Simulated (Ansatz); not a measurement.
# AlSn under changes of volume

One of the cells (25.236 Å³/atom); the others are scaled copies at fixed shape and fractional positions:

```
CELL_PARAMETERS angstrom
4.19811 0.00000 0.00000
-2.09905 3.63567 0.00000
0.00000 0.00000 3.30685
ATOMIC_POSITIONS crystal
Sn 0.33333 0.66667 0.50000
Al 0.00000 0.00000 0.00000
```

The cell comes from a database or a generator and needn't be the stable form of this composition.

| Item | Value |
| --- | --- |
| Program | Ansatz 0.2.0 |
| Functional | PBEsol |
| Potentials or basis | Ansatz PAW |
| Cutoff | 420 eV (not typed: the program's choice for these potentials) |
| k mesh | 7 × 7 × 8 |
| Occupations | fermi-dirac, width 0.05 eV |
| Spin | no spin polarisation |

```tsv
volume (Å³/atom)	energy over the lowest point (meV/atom)	pressure (GPa)
23.722	3.29	1.6
24.227	0.00	0.4
24.731	0.56	-0.8
25.236	4.55	-1.8
25.741	11.63	-2.7
26.245	21.41	-3.5
26.750	?	?
```

What does the run at 26.750 Å³/atom give?

Energy over the lowest point 33.47 meV/atom; pressure -4.2 GPa.

Worked out: A Birch-Murnaghan fit of order 3 (a polynomial in V^(-2/3)) to the other rows has its minimum at 24.40 Å³/atom with B0 = V·E''(V) = 57 GPa and B' = 4.5 at fixed shape and positions, which overstates the stiffness. It gives 33.66 meV/atom at 26.750 Å³/atom, against the run's 33.47, and -dE/dV = -4.2 GPa, against -4.2.

Energies are extrapolated to zero smearing.

Caveats: the PAW data sets come from PBE, with cores solved anew for the run's functional, which leaves a small shift of forces and pressure.
